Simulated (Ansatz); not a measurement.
**C₃₄H₃₀Si₂: geometry, orbitals and charge**

Aim: characterise C₃₄H₃₀Si₂ as a singlet: its structure, frontier levels and distribution of charge.

The runs use Ansatz 0.2.0, Gaussian basis; RKS PBE0-D4/def2-SVP.

The runs, in order: relaxation at PBE-D4/def2-SVP; a single point at PBE0-D4/def2-SVP.

1 further run of the same task is left out (set aside as unsound or not needed).

### Step 1. Starting geometry

SMILES `C[Si](C)(C)C#CC#Cc1ccc(C#Cc2ccc(C#Cc3ccc(C#C[Si](C)(C)C)cc3)cc2)cc1`, 66 atoms, charge 0, spin multiplicity 1.

Atoms are counted from 1 here; the program's logs count them from 0.

Bond lengths: C1–Si2 1.906 Å, C1–H37 1.086 Å, C1–H38 1.086 Å, C1–H39 1.086 Å, Si2–C3 1.906 Å, Si2–C4 1.906 Å, Si2–C5 1.853 Å, C3–H40 1.086 Å, C3–H41 1.086 Å, C3–H42 1.086 Å, C4–H43 1.086 Å, C4–H44 1.086 Å, C4–H45 1.086 Å, C5–C6 1.216 Å, C6–C7 1.352 Å, C7–C8 1.214 Å, C8–C9 1.405 Å, C9–C10 1.399 Å and more. Angles: Si2–C1–H37 111.2°, Si2–C1–H38 111.5°, Si2–C1–H39 111.2°, H37–C1–H38 107.6°, H37–C1–H39 107.5°, H38–C1–H39 107.7°, C1–Si2–C3 110.8°, C1–Si2–C4 110.8°, C1–Si2–C5 108.1°, C3–Si2–C4 110.9°, C3–Si2–C5 108.1°, C4–Si2–C5 108.1°, Si2–C3–H40 111.2°, Si2–C3–H41 111.2°, Si2–C3–H42 111.5°, H40–C3–H41 107.5°, H40–C3–H42 107.6°, H41–C3–H42 107.7° and more.

The start is a GFN2-xTB geometry.

### Step 2. Relaxation at PBE-D4/def2-SVP

in.yaml

```yaml
crystal:
  periodic: [false, false, false]
  atoms:
    - {symbol: C, position_ang: [14.951470, -1.872420, 0.339720]}
    - {symbol: Si, position_ang: [14.368730, -0.130180, -0.168230]}
    - {symbol: C, position_ang: [14.943680, 0.287730, -1.936560]}
    - {symbol: C, position_ang: [14.985960, 1.178030, 1.073150]}
    - {symbol: C, position_ang: [12.515670, -0.113560, -0.147340]}
    - {symbol: C, position_ang: [11.300260, -0.103100, -0.133650]}
    - {symbol: C, position_ang: [9.948570, -0.090750, -0.118510]}
    - {symbol: C, position_ang: [8.734990, -0.081800, -0.102460]}
    - {symbol: C, position_ang: [7.329960, -0.069920, -0.085780]}
    - {symbol: C, position_ang: [6.616840, 0.487910, -1.151840]}
    - {symbol: C, position_ang: [5.239940, 0.500850, -1.135040]}
    - {symbol: C, position_ang: [4.542720, -0.042180, -0.052470]}
    - {symbol: C, position_ang: [3.131160, -0.030560, -0.035070]}
    - {symbol: C, position_ang: [1.922980, -0.020090, -0.022060]}
    - {symbol: C, position_ang: [0.511110, -0.007120, -0.004460]}
    - {symbol: C, position_ang: [-0.209270, -1.068600, -0.557320]}
    - {symbol: C, position_ang: [-1.587010, -1.056410, -0.539720]}
    - {symbol: C, position_ang: [-2.275420, 0.017540, 0.029130]}
    - {symbol: C, position_ang: [-3.687730, 0.030090, 0.045170]}
    - {symbol: C, position_ang: [-4.895650, 0.043600, 0.059390]}
    - {symbol: C, position_ang: [-6.307810, 0.057360, 0.074780]}
    - {symbol: C, position_ang: [-7.004800, -0.485420, 1.157150]}
    - {symbol: C, position_ang: [-8.382760, -0.473170, 1.172360]}
    - {symbol: C, position_ang: [-9.095850, 0.081530, 0.105660]}
    - {symbol: C, position_ang: [-10.510600, 0.095580, 0.121380]}
    - {symbol: C, position_ang: [-11.721180, 0.109130, 0.133390]}
    - {symbol: Si, position_ang: [-13.578940, 0.129250, 0.155640]}
    - {symbol: C, position_ang: [-14.211600, 1.254520, -1.246990]}
    - {symbol: C, position_ang: [-14.228200, -1.645030, -0.099370]}
    - {symbol: C, position_ang: [-14.178610, 0.793890, 1.838870]}
    - {symbol: C, position_ang: [-8.396810, 0.623910, -0.976630]}
    - {symbol: C, position_ang: [-7.018780, 0.611140, -0.993010]}
    - {symbol: C, position_ang: [-1.555000, 1.078680, 0.582400]}
    - {symbol: C, position_ang: [-0.177080, 1.066920, 0.565370]}
    - {symbol: C, position_ang: [5.255220, -0.600920, 1.011910]}
    - {symbol: C, position_ang: [6.632080, -0.613670, 0.997440]}
    - {symbol: H, position_ang: [14.573520, -2.627260, -0.343220]}
    - {symbol: H, position_ang: [16.035400, -1.944120, 0.342460]}
    - {symbol: H, position_ang: [14.601540, -2.128810, 1.335170]}
    - {symbol: H, position_ang: [14.589380, 1.267360, -2.242890]}
    - {symbol: H, position_ang: [14.565120, -0.434930, -2.653200]}
    - {symbol: H, position_ang: [16.027280, 0.290870, -2.012400]}
    - {symbol: H, position_ang: [16.071220, 1.214560, 1.105550]}
    - {symbol: H, position_ang: [14.632890, 0.962680, 2.077270]}
    - {symbol: H, position_ang: [14.630810, 2.169380, 0.808010]}
    - {symbol: H, position_ang: [7.158100, 0.907890, -1.987340]}
    - {symbol: H, position_ang: [4.687990, 0.932090, -1.957560]}
    - {symbol: H, position_ang: [0.322480, -1.899250, -0.998590]}
    - {symbol: H, position_ang: [-2.146690, -1.875880, -0.966640]}
    - {symbol: H, position_ang: [-6.451300, -0.913630, 1.980750]}
    - {symbol: H, position_ang: [-8.922430, -0.892440, 2.009170]}
    - {symbol: H, position_ang: [-15.297690, 1.286790, -1.258850]}
    - {symbol: H, position_ang: [-13.854500, 2.273360, -1.131500]}
    - {symbol: H, position_ang: [-13.883850, 0.899020, -2.219130]}
    - {symbol: H, position_ang: [-13.880450, -2.311790, 0.683680]}
    - {symbol: H, position_ang: [-15.314560, -1.665380, -0.088990]}
    - {symbol: H, position_ang: [-13.900980, -2.055560, -1.049650]}
    - {symbol: H, position_ang: [-13.827930, 0.173890, 2.658260]}
    - {symbol: H, position_ang: [-13.824620, 1.804750, 2.016850]}
    - {symbol: H, position_ang: [-15.264160, 0.812630, 1.883850]}
    - {symbol: H, position_ang: [-8.948630, 1.051900, -1.801240]}
    - {symbol: H, position_ang: [-6.476420, 1.029770, -1.829070]}
    - {symbol: H, position_ang: [-2.090020, 1.907920, 1.022410]}
    - {symbol: H, position_ang: [0.380880, 1.887650, 0.992810]}
    - {symbol: H, position_ang: [4.715170, -1.020900, 1.847870]}
    - {symbol: H, position_ang: [7.184230, -1.045340, 1.819730]}
basis:
  gaussian: {orbitals: def2-SVP, fitting: {mean_field: def2-universal-jkfit}}
hamiltonian: {xc: pbe, dispersion: d4}
scf: {lower_state_search: "off"}
output: {orbitals: {seedname: orbitals}}
relax: {f_tol: 0.03, max_steps: 70}
```

On the command line:

```sh
$ ansatz run in.yaml --threads 2 --pin off --events-out ev --progress --plain --max-ram 32768MiB --backend cuda --devices 0, --max-vram 18GiB
```

After this run come: Single point, PBE0-D4/def2-SVP.

Before running them: what should the planned runs give, taken together? Wanted: point group; commonest bond, hydrogen aside; HOMO, LUMO at PBE0-D4/def2-SVP; dipole at PBE-D4/def2-SVP.

**Answer**, as computed:

| quantity | value |
| --- | --- |
| point group | C1 |
| commonest bond, hydrogen aside | C–C, 30 of mean length 1.383 Å |
| HOMO, LUMO at PBE0-D4/def2-SVP | -6.33, -2.08 eV |
| dipole at PBE-D4/def2-SVP | 0.40 D |

In words: The molecule keeps its bonding pattern by the stored test; the atoms moved 0.14 Å (rms). No usable vibrations, so a minimum isn't proven. The HOMO lies nearest to C5, C7 about 14 % each; C8, C12, C14 about 11 % each and the LUMO to C5, C9, C12 about 12 % each; C7, C8 about 10 % each. The point group is read from a loosely relaxed geometry; soft torsions can leave it below the true symmetry.
